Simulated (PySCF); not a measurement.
# C₄H₇ClF₂Si: NMR shifts at several levels of theory

Aim: compute the NMR shifts of C₄H₇ClF₂Si (`F[Si](F)(CCl)C1CC1`) at several levels, and see how far they spread and what each costs.

Programs: PySCF 2.14.0, with density-fitted response routines of our own. Each step states its level of theory. These are calculated values for one molecule in the gas phase, unless marked as measured. Atoms count from 0, in the outputs and in this text.

## 1. The starting structure

15 atoms, charge 0, multiplicity 1; geometry from: GFN2-xTB.

Bonds of the start (Å): F0–Si1 1.60, Si1–F2 1.61, Si1–C3 1.90, C3–Cl4 1.79, Si1–C5 1.87, C5–C6 1.51, C6–C7 1.49, C7–C5 1.51, C3–H8 1.09, C3–H9 1.09, C5–H10 1.08, C6–H11 1.08, C6–H12 1.08, C7–H13 1.08, C7–H14 1.08.

## 2. Geometry optimisation at PBE0-D3(BJ)/def2-SVP

The job: settings as JSON, then the geometry in Å.

```
{"job": {"xc": "PBE0", "basis": "def2-SVP", "d3": "d3bj", "grid": 1, "kind": "geom"}, "charge": 0, "multiplicity": 1}
F      0.108560    -1.998760     0.157480
Si    -0.034700    -0.428850     0.450110
F     -0.361780    -0.445460     2.023780
C      1.675390     0.378080     0.257280
Cl     2.047300     0.719170    -1.459560
C     -1.436640     0.344860    -0.509630
C     -2.862560     0.127250    -0.060890
C     -2.243320     1.471770     0.089940
H      2.466680    -0.275610     0.620440
H      1.748530     1.328280     0.781420
H     -1.295260     0.407170    -1.581890
H     -3.612390    -0.017430    -0.823350
H     -3.029440    -0.457870     0.830210
H     -2.559880     2.265900    -0.568880
H     -1.992540     1.805300     1.084880
```

Standard output:

```text
step   0  E = -1104.98610408  max force = 0.011416
step   1  E = -1104.98972683  max force = 0.001927
step   2  E = -1104.98988382  max force = 0.001295
step   3  E = -1104.98992975  max force = 0.000702
step   4  E = -1104.98996249  max force = 0.000621
step   5  E = -1104.99000533  max force = 0.000813
step   6  E = -1104.99003741  max force = 0.000646
step   7  E = -1104.99005835  max force = 0.000650
step   8  E = -1104.99006994  max force = 0.000382
optimisation converged
```

Wall time 38 s (8 threads of AMD EPYC 7R43 (Zen 3), shared host).

Along the way:

```csv
step,energy from step 0 (eV),largest force component (eV/Å)
0,0.0000,0.5870
1,-0.0986,0.0991
2,-0.1029,0.0666
3,-0.1041,0.0361
4,-0.1050,0.0319
5,-0.1062,0.0418
6,-0.1070,0.0332
7,-0.1076,0.0334
8,-0.1079,0.0196
```

Distances of close pairs at the start and the end, largest changes first:

```csv
bond,before (Å),after (Å),change (Å)
Si1–C5,1.867,1.830,-0.037
Si1–C3,1.901,1.869,-0.032
Si1–F2,1.607,1.623,+0.016
C7–H14,1.079,1.094,+0.015
C6–H12,1.079,1.094,+0.015
C6–H11,1.079,1.093,+0.014
C7–H13,1.079,1.093,+0.014
F0–Si1,1.603,1.617,+0.013
```

The end geometry stands in the next job.

```csv
at the end point,value
point group (found at 0.08 Å tolerance),C1
"rotational constants (GHz, main isotopes)","1.900, 0.987, 0.821"
dipole moment (D),2.02
```

## 3. NMR shieldings: PBE0/pcSseg-2

The job: settings as JSON, then the geometry in Å.

```
{"job": {"kind": "nmr", "xc": "PBE0", "basis": "pcSseg-2", "pop": false}, "charge": 0, "multiplicity": 1}
F      0.165516    -2.019187     0.015990
Si    -0.035600    -0.466118     0.417169
F     -0.395191    -0.456987     2.000317
C      1.605548     0.402367     0.207017
Cl     1.933515     0.542609    -1.551212
C     -1.421179     0.309724    -0.491446
C     -2.839953     0.146951     0.003229
C     -2.162083     1.463522     0.154294
H      2.435658    -0.150953     0.669238
H      1.586136     1.417003     0.630283
H     -1.289995     0.377564    -1.576306
H     -3.620427     0.046178    -0.755178
H     -3.010781    -0.448922     0.904417
H     -2.464965     2.286359    -0.498153
H     -1.868249     1.773691     1.161681
```

Method: GIAO PBE0/pcSseg-2 NMR shielding, non-relativistic, gas phase.

Standard output:

```text
coarse grid: 14104 points
cycle   1  E = -1105.5677445850  dE =  8.504e-01  |g| = 7.896e-01  |ddm| = 2.828e+00
cycle   2  E = -1105.4590441895  dE =  1.087e-01  |g| = 1.184e+00  |ddm| = 1.052e+00
cycle   3  E = -1105.6718922927  dE = -2.128e-01  |g| = 8.431e-02  |ddm| = 6.294e-01
cycle   4  E = -1105.6730910884  dE = -1.199e-03  |g| = 4.012e-02  |ddm| = 8.807e-02
cycle   5  E = -1105.6734445001  dE = -3.534e-04  |g| = 7.860e-03  |ddm| = 3.328e-02
cycle   6  E = -1105.6734574998  dE = -1.300e-05  |g| = 2.163e-03  |ddm| = 8.704e-03
cycle   7  E = -1105.6734583732  dE = -8.733e-07  |g| = 4.643e-04  |ddm| = 2.384e-03
final grid: 129320 points
cycle   8  E = -1105.6799372784  dE = -1.095e-04  |g| = 8.695e-03  |ddm| = 4.269e-02
cycle   9  E = -1105.6799309378  dE =  6.341e-06  |g| = 9.690e-03  |ddm| = 1.218e-02
cycle  10  E = -1105.6799535229  dE = -2.259e-05  |g| = 9.740e-04  |ddm| = 6.995e-03
cycle  11  E = -1105.6799536757  dE = -1.528e-07  |g| = 2.966e-04  |ddm| = 9.540e-04
cycle  12  E = -1105.6799536899  dE = -1.423e-08  |g| = 1.075e-04  |ddm| = 2.607e-04
cycle  13  E = -1105.6799536916  dE = -1.687e-09  |g| = 2.551e-05  |ddm| = 6.707e-05
cycle  14  E = -1105.6799536917  dE = -1.401e-10  |g| = 4.428e-06  |ddm| = 2.600e-05
converged SCF energy = -1105.6799536917

GIAO shielding tensors (ppm)
atom      isotropic    diamagn.    paramagn.     s11        s22        s33       span
  0 F      329.972     468.209    -138.238    275.490    324.349    390.076    114.586
  1 Si     352.298     876.812    -524.514    293.959    343.806    419.128    125.169
  2 F      339.666     469.585    -129.919    278.193    356.061    384.744    106.552
  3 C      154.728     246.115     -91.388    137.864    141.742    184.577     46.713
  4 Cl     941.401    1147.037    -205.636    823.479    899.938   1100.785    277.307
  5 C      192.501     253.062     -60.561    159.144    189.099    229.259     70.115
  6 C      181.430     248.828     -67.398    155.233    177.236    211.821     56.588
  7 C      181.405     249.557     -68.152    154.420    175.587    214.207     59.787
  8 H       28.282      28.918      -0.637     22.656     27.217     34.972     12.317
  9 H       28.384      30.343      -1.959     23.747     26.826     34.579     10.833
 10 H       30.890      32.253      -1.363     23.201     28.732     40.736     17.534
 11 H       30.420      27.890       2.530     24.457     25.772     41.031     16.575
 12 H       30.419      29.758       0.662     24.047     28.147     39.065     15.018
 13 H       30.530      29.047       1.483     24.879     25.725     40.987     16.108
 14 H       30.685      31.117      -0.432     24.743     28.242     39.070     14.327
```

Run time: 49 s. Hardware: 8 threads of AMD EPYC 7R43 (Zen 3), shared host.

The references, computed at this level on geometries of the same kind, shield at (ppm): 1H TMS 31.25, 13C TMS 184.1, 29Si TMS 341.3, 19F CFCl3 175.8, 35Cl HCl 941. Their shielding less the atom's gives the shift. The references are single molecules in the gas phase, so shifts against H2O, NH3, PH3, H3PO4 or CFCl3 are not on the usual liquid scales and can be off by tens of ppm. Atoms listed in one row are averaged.

```csv
atoms,environment,σ (ppm),δ (ppm)
C3,sp3 CH2 bonded to Cl and Si,154.7,29.4
"C6, C7",three-membered-ring carbon,181.4,2.7
C5,three-membered-ring carbon,192.5,-8.4
"H8, H9",hydrogen on an sp3 CH2 bonded to Cl and Si,28.33,2.91
"H11, H13",hydrogen on a three-membered-ring carbon,30.48,0.77
"H12, H14",hydrogen on a three-membered-ring carbon,30.55,0.69
H10,hydrogen on a three-membered-ring carbon,30.89,0.36
"F0, F2",fluorine bonded to Si,334.8,-159.0
Si1,"silicon bonded to 2 C, 2 F",352.3,-11.0
Cl4,chlorine bonded to C,941,-1
```

Ring of atoms C5, C6, C7: NICS(0) -45.8, NICS(1) -9.1, NICS(1)zz -25.5 ppm (means of both faces). The ring holds saturated atoms, so no π current runs round it: these values come from its σ bonds, any local π bonds and neighbouring rings, and say nothing of aromaticity.

In rings of three or four atoms NICS is ruled by the nearby σ bonds, so it says little on aromaticity.

## 4. Nuclear shieldings: PBE/pcSseg-2

Same as in step 3 but for these lines:

```diff
@@ -1,2 +1,2 @@
-{"job": {"kind": "nmr", "xc": "PBE0", "basis": "pcSseg-2", "pop": false}, "charge": 0, "multiplicity": 1}
+{"job": {"kind": "nmr", "xc": "PBE", "basis": "pcSseg-2", "pop": false}, "charge": 0, "multiplicity": 1}
 F      0.165516    -2.019187     0.015990
```

Level: GIAO PBE/pcSseg-2 NMR shielding, non-relativistic, gas phase.

Standard output:

```text
coarse grid: 14104 points
cycle   1  E = -1105.4336970403  dE =  7.286e-01  |g| = 9.242e-01  |ddm| = 2.878e+00
cycle   2  E = -1105.0459811336  dE =  3.877e-01  |g| = 1.799e+00  |ddm| = 1.635e+00
cycle   3  E = -1105.5818493388  dE = -5.359e-01  |g| = 1.853e-01  |ddm| = 1.148e+00
cycle   4  E = -1105.5882040445  dE = -6.355e-03  |g| = 7.569e-02  |ddm| = 1.864e-01
cycle   5  E = -1105.5893673576  dE = -1.163e-03  |g| = 2.056e-02  |ddm| = 6.474e-02
cycle   6  E = -1105.5894564694  dE = -8.911e-05  |g| = 6.202e-03  |ddm| = 2.571e-02
cycle   7  E = -1105.5894638842  dE = -7.415e-06  |g| = 2.211e-03  |ddm| = 7.521e-03
final grid: 129320 points
cycle   8  E = -1105.5987577264  dE = -1.547e-04  |g| = 1.479e-02  |ddm| = 6.029e-02
cycle   9  E = -1105.5986683208  dE =  8.941e-05  |g| = 2.375e-02  |ddm| = 2.695e-02
cycle  10  E = -1105.5988066765  dE = -1.384e-04  |g| = 2.701e-03  |ddm| = 1.743e-02
cycle  11  E = -1105.5988076687  dE = -9.921e-07  |g| = 1.058e-03  |ddm| = 2.197e-03
cycle  12  E = -1105.5988078341  dE = -1.655e-07  |g| = 1.999e-04  |ddm| = 5.807e-04
cycle  13  E = -1105.5988078421  dE = -7.979e-09  |g| = 6.659e-05  |ddm| = 2.458e-04
cycle  14  E = -1105.5988078431  dE = -9.873e-10  |g| = 1.855e-05  |ddm| = 6.946e-05
converged SCF energy = -1105.5988078431

GIAO shielding tensors (ppm)
atom      isotropic    diamagn.    paramagn.     s11        s22        s33       span
  0 F      315.141     468.126    -152.986    257.737    309.675    378.010    120.273
  1 Si     334.491     877.278    -542.786    277.640    329.715    396.119    118.479
  2 F      325.551     469.263    -143.711    260.923    343.801    371.931    111.008
  3 C      148.558     246.560     -98.002    131.096    135.173    179.404     48.308
  4 Cl     912.836    1147.036    -234.200    785.214    860.185   1093.109    307.896
  5 C      186.039     252.965     -66.926    151.973    183.268    222.875     70.902
  6 C      176.004     248.384     -72.381    149.719    171.935    206.357     56.637
  7 C      175.802     249.278     -73.475    148.768    169.824    208.815     60.047
  8 H       28.143      29.054      -0.910     22.627     27.260     34.543     11.916
  9 H       28.222      30.413      -2.191     23.658     26.821     34.187     10.529
 10 H       30.687      32.377      -1.691     23.219     28.792     40.049     16.830
 11 H       30.349      28.111       2.238     24.576     25.929     40.542     15.966
 12 H       30.340      29.730       0.610     24.191     28.298     38.531     14.340
 13 H       30.457      29.253       1.203     24.984     25.881     40.505     15.520
 14 H       30.612      31.109      -0.497     24.893     28.384     38.560     13.666
```

It took 31 s on 8 threads of AMD EPYC 7R43 (Zen 3), shared host.

This run: δ C3 30.8, C6 3.5, C5 -6.6, F0 -177.4, H8 3.00, H11 0.78 ppm (means over like atoms).

## 5. NMR shieldings: wB97X-D/pcSseg-2

Same as in step 4 but for these lines:

```diff
@@ -1,2 +1,2 @@
-{"job": {"kind": "nmr", "xc": "PBE", "basis": "pcSseg-2", "pop": false}, "charge": 0, "multiplicity": 1}
+{"job": {"kind": "nmr", "xc": "wB97X-D", "basis": "pcSseg-2", "pop": false}, "charge": 0, "multiplicity": 1}
 F      0.165516    -2.019187     0.015990
```

Level: GIAO wB97X-D/pcSseg-2 NMR shielding, non-relativistic, gas phase.

Standard output:

```text
coarse grid: 14104 points
cycle   1  E = -1106.0891494511  dE =  1.037e+00  |g| = 8.121e-01  |ddm| = 2.766e+00
cycle   2  E = -1106.0689348732  dE =  2.021e-02  |g| = 9.834e-01  |ddm| = 9.335e-01
cycle   3  E = -1106.2051436461  dE = -1.362e-01  |g| = 4.912e-02  |ddm| = 4.539e-01
cycle   4  E = -1106.2056506786  dE = -5.070e-04  |g| = 2.648e-02  |ddm| = 6.568e-02
cycle   5  E = -1106.2057964117  dE = -1.457e-04  |g| = 6.332e-03  |ddm| = 2.657e-02
cycle   6  E = -1106.2058057543  dE = -9.343e-06  |g| = 1.704e-03  |ddm| = 7.052e-03
final grid: 129320 points
cycle   7  E = -1106.2195355750  dE = -3.493e-04  |g| = 1.239e-02  |ddm| = 5.157e-02
cycle   8  E = -1106.2195374152  dE = -1.840e-06  |g| = 1.297e-02  |ddm| = 1.367e-02
cycle   9  E = -1106.2195637958  dE = -2.638e-05  |g| = 1.147e-03  |ddm| = 6.109e-03
cycle  10  E = -1106.2195639617  dE = -1.659e-07  |g| = 6.351e-04  |ddm| = 1.182e-03
cycle  11  E = -1106.2195640387  dE = -7.707e-08  |g| = 9.840e-05  |ddm| = 4.865e-04
cycle  12  E = -1106.2195640413  dE = -2.596e-09  |g| = 2.933e-05  |ddm| = 1.315e-04
cycle  13  E = -1106.2195640416  dE = -2.919e-10  |g| = 9.140e-06  |ddm| = 4.560e-05
converged SCF energy = -1106.2195640416

GIAO shielding tensors (ppm)
atom      isotropic    diamagn.    paramagn.     s11        s22        s33       span
  0 F      333.583     467.871    -134.288    280.384    328.097    392.267    111.883
  1 Si     351.709     876.578    -524.868    293.874    342.104    419.149    125.275
  2 F      342.783     469.463    -126.680    282.826    358.599    386.923    104.097
  3 C      155.238     246.097     -90.859    138.611    142.449    184.654     46.043
  4 Cl     941.901    1147.325    -205.424    824.600    898.356   1102.747    278.147
  5 C      192.720     252.503     -59.783    159.489    189.128    229.543     70.055
  6 C      181.417     248.519     -67.102    155.249    177.331    211.671     56.421
  7 C      181.428     249.193     -67.765    154.442    175.856    213.985     59.542
  8 H       28.459      28.945      -0.486     22.864     27.364     35.149     12.285
  9 H       28.568      30.408      -1.840     23.963     26.992     34.749     10.787
 10 H       31.061      32.357      -1.297     23.423     28.890     40.869     17.446
 11 H       30.523      28.174       2.349     24.591     25.862     41.118     16.527
 12 H       30.525      29.792       0.733     24.175     28.231     39.169     14.994
 13 H       30.631      29.246       1.386     25.015     25.814     41.065     16.051
 14 H       30.782      31.091      -0.310     24.863     28.325     39.156     14.294
```

It took 61 s on 8 threads of AMD EPYC 7R43 (Zen 3), shared host.

This run: δ C3 29.2, C6 3.0, C5 -8.3, F0 -151.8, H8 2.84, H11 0.78 ppm (means over like atoms).

## 6. NMR shieldings: KT2/pcSseg-2

Same as in step 5 but for these lines:

```diff
@@ -1,2 +1,2 @@
-{"job": {"kind": "nmr", "xc": "wB97X-D", "basis": "pcSseg-2", "pop": false}, "charge": 0, "multiplicity": 1}
+{"job": {"kind": "nmr", "xc": "KT2", "basis": "pcSseg-2", "pop": false}, "charge": 0, "multiplicity": 1}
 F      0.165516    -2.019187     0.015990
```

Method: GIAO KT2/pcSseg-2 NMR shielding, non-relativistic, gas phase.

Standard output:

```text
coarse grid: 14104 points
cycle   1  E = -1117.3858541410  dE =  8.007e-01  |g| = 1.044e+00  |ddm| = 2.928e+00
cycle   2  E = -1116.8351475389  dE =  5.507e-01  |g| = 2.113e+00  |ddm| = 1.953e+00
cycle   3  E = -1117.5620980231  dE = -7.270e-01  |g| = 2.171e-01  |ddm| = 1.467e+00
cycle   4  E = -1117.5714082727  dE = -9.310e-03  |g| = 8.986e-02  |ddm| = 2.420e-01
cycle   5  E = -1117.5731862151  dE = -1.778e-03  |g| = 2.329e-02  |ddm| = 8.045e-02
cycle   6  E = -1117.5732949196  dE = -1.087e-04  |g| = 7.311e-03  |ddm| = 2.900e-02
cycle   7  E = -1117.5733061085  dE = -1.119e-05  |g| = 2.261e-03  |ddm| = 8.404e-03
cycle   8  E = -1117.5733069889  dE = -8.804e-07  |g| = 1.054e-03  |ddm| = 2.541e-03
final grid: 129320 points
cycle   9  E = -1117.5923557462  dE = -5.102e-04  |g| = 3.566e-02  |ddm| = 1.859e-01
cycle  10  E = -1117.5919256376  dE =  4.301e-04  |g| = 5.958e-02  |ddm| = 5.177e-02
cycle  11  E = -1117.5925096414  dE = -5.840e-04  |g| = 8.242e-03  |ddm| = 3.811e-02
cycle  12  E = -1117.5925197981  dE = -1.016e-05  |g| = 1.851e-03  |ddm| = 6.776e-03
cycle  13  E = -1117.5925206470  dE = -8.489e-07  |g| = 4.228e-04  |ddm| = 2.288e-03
cycle  14  E = -1117.5925206821  dE = -3.509e-08  |g| = 1.494e-04  |ddm| = 4.436e-04
cycle  15  E = -1117.5925206873  dE = -5.240e-09  |g| = 3.382e-05  |ddm| = 1.400e-04
cycle  16  E = -1117.5925206875  dE = -1.862e-10  |g| = 1.599e-05  |ddm| = 4.555e-05
converged SCF energy = -1117.5925206875

GIAO shielding tensors (ppm)
atom      isotropic    diamagn.    paramagn.     s11        s22        s33       span
  0 F      314.596     468.841    -154.245    256.135    309.056    378.597    122.462
  1 Si     360.495     879.548    -519.053    305.103    356.606    419.778    114.675
  2 F      325.144     470.074    -144.930    259.977    343.857    371.599    111.622
  3 C      151.711     247.565     -95.854    134.388    138.900    181.846     47.458
  4 Cl     926.843    1148.996    -222.153    806.101    880.501   1093.927    287.826
  5 C      190.009     254.458     -64.450    156.906    185.825    227.295     70.389
  6 C      180.291     248.103     -67.812    154.933    174.352    211.588     56.655
  7 C      180.113     249.058     -68.945    154.086    172.230    214.023     59.937
  8 H       28.082      29.183      -1.101     22.508     27.178     34.559     12.050
  9 H       28.160      30.547      -2.388     23.544     26.740     34.195     10.652
 10 H       30.706      32.109      -1.403     23.154     28.709     40.254     17.100
 11 H       30.354      27.225       3.129     24.536     25.848     40.678     16.142
 12 H       30.345      29.622       0.723     24.147     28.221     38.668     14.521
 13 H       30.466      28.458       2.008     24.933     25.808     40.658     15.725
 14 H       30.629      31.086      -0.457     24.863     28.316     38.708     13.845
```

Wall time 32 s (8 threads of AMD EPYC 7R43 (Zen 3), shared host).

In short: δ C3 30.6, C6 2.1, C5 -7.7, F0 -183.5, H8 3.06, H11 0.77 ppm (means over like atoms).

## 7. Shielding tensors: HF/pcSseg-2

Same as in step 6 but for these lines:

```diff
@@ -1,2 +1,2 @@
-{"job": {"kind": "nmr", "xc": "KT2", "basis": "pcSseg-2", "pop": false}, "charge": 0, "multiplicity": 1}
+{"job": {"kind": "nmr", "xc": "HF", "basis": "pcSseg-2", "pop": false}, "charge": 0, "multiplicity": 1}
 F      0.165516    -2.019187     0.015990
```

Level: GIAO HF/pcSseg-2 NMR shielding, non-relativistic, gas phase.

Standard output:

```text
final grid: 129320 points
cycle   1  E = -1103.0021639261  dE =  1.348e+00  |g| = 7.887e-01  |ddm| = 2.755e+00
cycle   2  E = -1103.1119416835  dE = -1.098e-01  |g| = 4.925e-01  |ddm| = 7.930e-01
cycle   3  E = -1103.1509240843  dE = -3.898e-02  |g| = 6.998e-02  |ddm| = 2.949e-01
cycle   4  E = -1103.1526726768  dE = -1.749e-03  |g| = 1.475e-02  |ddm| = 1.054e-01
cycle   5  E = -1103.1527477887  dE = -7.511e-05  |g| = 4.958e-03  |ddm| = 1.911e-02
cycle   6  E = -1103.1527569020  dE = -9.113e-06  |g| = 1.462e-03  |ddm| = 7.734e-03
cycle   7  E = -1103.1527583050  dE = -1.403e-06  |g| = 4.853e-04  |ddm| = 3.103e-03
cycle   8  E = -1103.1527584683  dE = -1.632e-07  |g| = 1.177e-04  |ddm| = 1.252e-03
cycle   9  E = -1103.1527584770  dE = -8.723e-09  |g| = 3.886e-05  |ddm| = 2.593e-04
cycle  10  E = -1103.1527584778  dE = -7.565e-10  |g| = 1.182e-05  |ddm| = 7.525e-05
converged SCF energy = -1103.1527584778

GIAO shielding tensors (ppm)
atom      isotropic    diamagn.    paramagn.     s11        s22        s33       span
  0 F      365.142     469.101    -103.959    319.984    357.754    417.689     97.705
  1 Si     402.969     873.974    -471.005    340.936    387.243    480.727    139.791
  2 F      372.800     470.815     -98.015    321.408    383.690    413.303     91.895
  3 C      165.844     242.303     -76.459    150.271    153.807    193.455     43.183
  4 Cl     997.589    1146.716    -149.127    900.438    978.813   1113.517    213.079
  5 C      206.095     250.804     -44.708    173.694    199.562    245.030     71.336
  6 C      191.987     246.213     -54.226    166.204    185.273    224.486     58.283
  7 C      192.243     246.699     -54.456    165.646    184.412    226.671     61.026
  8 H       28.844      28.959      -0.115     23.066     27.461     36.004     12.938
  9 H       28.978      30.466      -1.488     24.243     27.146     35.547     11.304
 10 H       31.727      32.175      -0.448     23.627     29.079     42.474     18.847
 11 H       30.893      27.844       3.048     24.603     25.865     42.210     17.608
 12 H       30.950      30.064       0.886     24.207     28.276     40.367     16.161
 13 H       31.001      28.908       2.093     25.033     25.817     42.153     17.120
 14 H       31.206      31.304      -0.098     24.883     28.399     40.336     15.452
```

It took 31 s on 8 threads of AMD EPYC 7R43 (Zen 3), shared host.

This run: δ C3 25.6, C6 -0.6, C5 -14.6, F0 -123.7, H8 2.77, H11 0.74 ppm (means over like atoms).

## 8. Run by run: NMR shifts

Shifts (ppm) of some atoms, chosen among heavy atoms and hydrogens apart, means over like atoms, with basis size and wall time:

```csv
run,C3,C5,H8,H10,F0,Si1,Cl4,functions,time
PBE0/pcSseg-2,29.4,-8.4,2.91,0.36,-159.0,-11.0,-1,400,49 s
PBE/pcSseg-2,30.8,-6.6,3.00,0.49,-177.4,-11.1,21,400,31 s
wB97X-D/pcSseg-2,29.2,-8.3,2.84,0.30,-151.8,-11.0,-6,400,61 s
KT2/pcSseg-2,30.6,-7.7,3.06,0.47,-183.5,-9.5,16,400,32 s
HF/pcSseg-2,25.6,-14.6,2.77,-0.04,-123.7,-20.0,-53,400,31 s
```

## 9. Summary of results

```
                                                                 quantity                       value
                                                              point group                          C1
                                     rotational constants (main isotopes)        1.90, 0.99, 0.82 GHz
  13C shifts against TMS (PBE0/pcSseg-2, means over atoms taken as alike)         29.4, 2.7, -8.4 ppm
   1H shifts against TMS (PBE0/pcSseg-2, means over atoms taken as alike)  2.91, 0.77, 0.69, 0.36 ppm
19F shifts against CFCl3 (PBE0/pcSseg-2, means over atoms taken as alike)                  -159.0 ppm
                                  29Si shifts against TMS (PBE0/pcSseg-2)                   -11.0 ppm
                                  35Cl shifts against HCl (PBE0/pcSseg-2)                      -1 ppm
                                                range of the shift of Cl4               -53 to 21 ppm
```

What this shows: Single values in the summary come from the first sound run of each kind (PBE0/pcSseg-2), which need not be the best level. The optimisation took 8 steps and gained 0.108 eV; among the close pairs (by a distance rule), Si1–C5 changed most, from 1.867 to 1.830 Å. The most deshielded carbon is C3 (sp3 CH2 bonded to Cl and Si), at 29.4 ppm: deshielded by the electronegative neighbour. H8, H9 (mean) (hydrogen on an sp3 CH2 bonded to Cl and Si) lies farthest downfield among hydrogen, at 2.91 ppm; its carbon carries Cl, which withdraws density. At PBE0/pcSseg-2: Shielding is most anisotropic at Cl4 (span 277 ppm, paramagnetic term -206 ppm). Across the 5 runs the shift of Cl4 moves most, between -53 (HF/pcSseg-2) and 21 ppm (PBE/pcSseg-2).
